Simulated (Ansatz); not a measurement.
Working through a single point in a Gaussian basis of CH6FNO2Si, SMILES NC(O)(F)O[SiH3]

Computed with Ansatz 0.2.0, Python API.

At the Python prompt:
```pycon
>>> import ansatz as az
>>> from ase import Atoms
>>> atoms = Atoms(["N", "C", "O", "F", "O", "Si", "H", "H", "H", "H", "H", "H"], positions=[
...     (-1.1938, 1.1085, 1.2172),
...     (-0.3831, 0.6603, 0.1851),
...     (-0.9338, 1.0348, -1.0651),
...     (0.8825, 1.3029, 0.3109),
...     (-0.2089, -0.7206, 0.3295),
...     (0.9871, -1.4534, -0.5082),
...     (-2.0981, 0.6822, 1.0481),
...     (-0.8359, 0.792, 2.0644),
...     (-0.2084, 1.6482, -1.3387),
...     (0.6679, -2.9105, -0.6056),
...     (1.1095, -0.876, -1.8388),
...     (2.2918, -1.3236, 0.2354),
... ])
>>> system = az.Crystal.molecule_from_ase(atoms)
>>> base = system.calculation().basis(gaussian="def2-SVP").functional("B3LYP")
>>> print(base.to_yaml())
crystal:
  periodic: [false, false, false]
  atoms:
    - { symbol: "N", position_ang: [-1.1938, 1.1085, 1.2172] }
    - { symbol: C, position_ang: [-0.3831, 0.6603, 0.1851] }
    - { symbol: O, position_ang: [-0.9338, 1.0348, -1.0651] }
    - { symbol: F, position_ang: [0.8825, 1.3029, 0.3109] }
    - { symbol: O, position_ang: [-0.2089, -0.7206, 0.3295] }
    - { symbol: Si, position_ang: [0.9871, -1.4534, -0.5082] }
    - { symbol: H, position_ang: [-2.0981, 0.6822, 1.0481] }
    - { symbol: H, position_ang: [-0.8359, 0.792, 2.0644] }
    - { symbol: H, position_ang: [-0.2084, 1.6482, -1.3387] }
    - { symbol: H, position_ang: [0.6679, -2.9105, -0.6056] }
    - { symbol: H, position_ang: [1.1095, -0.876, -1.8388] }
    - { symbol: H, position_ang: [2.2918, -1.3236, 0.2354] }
basis:
  gaussian:
    orbitals: def2-SVP
hamiltonian:
  xc: b3lyp
>>> result = base.run(threads=1)

>>> r = result.report
>>> r["positions_ang"]
[[-1.1938, 1.1085, 1.2172], [-0.3831, 0.6603, 0.1851], [-0.9338, 1.0348, -1.0651], [0.8825, 1.3029, 0.3109], [-0.2089, -0.7206, 0.3295], [0.9871, -1.4534, -0.5082], [-2.0981, 0.6822, 1.0481], [-0.8359, 0.792, 2.0644], [-0.2084, 1.6482, -1.3387], [0.6679, -2.9105, -0.6056], [1.1095, -0.876, -1.8388], [2.2918, -1.3236, 0.2354]]
>>> {key: value for key, value in r.items() if isinstance(value, (int, float)) and "ev" in key}
{'free_energy_ev': -17304.855155166664, 'reference_energy_ev': -17304.855155166664}
>>> for key in ("converged", "free_energy_ev", "reference_energy_ev", "n_frozen", "n_occupied", "n_virtual"):
...     print(f"{key:22s} {r[key]}")
...
converged              True
free_energy_ev         -17304.855155166664
reference_energy_ev    -17304.855155166664
n_frozen               0
n_occupied             [29, 29]
n_virtual              [89, 89]
>>> field = r["mean_field"]
>>> print("<S^2> =", round(abs(field["state"]["spin_squared"]), 4), " all-electron relativity setting:", field["relativity"])
<S^2> = 0.0  all-electron relativity setting: none
>>> print("passes:", field["passes"])
passes: {'evaluations': 15, 'products': 11}
>>> if "symmetry" in field:
...     print("occupied orbitals by irrep:", field["symmetry"]["occupied"])
...
occupied orbitals by irrep: [{'A': 29}, {'A': 29}]
```

Total energies depend on the basis set; only differences at equal settings carry meaning. The geometry is a force-field or estimated start, not a minimum of this method, and the basis set is short of its limit. b3lyp holds the VWN-RPA fit, as in Gaussian; the form of ORCA and Turbomole is b3lyp5. Timing: 3.1 s on 1 thread of Intel(R) Xeon(R) Platinum 8488C (Sapphire Rapids) (shared host), peak memory 0.32 GiB.

(Lines on the test bed's own set-up are left out of the output.)
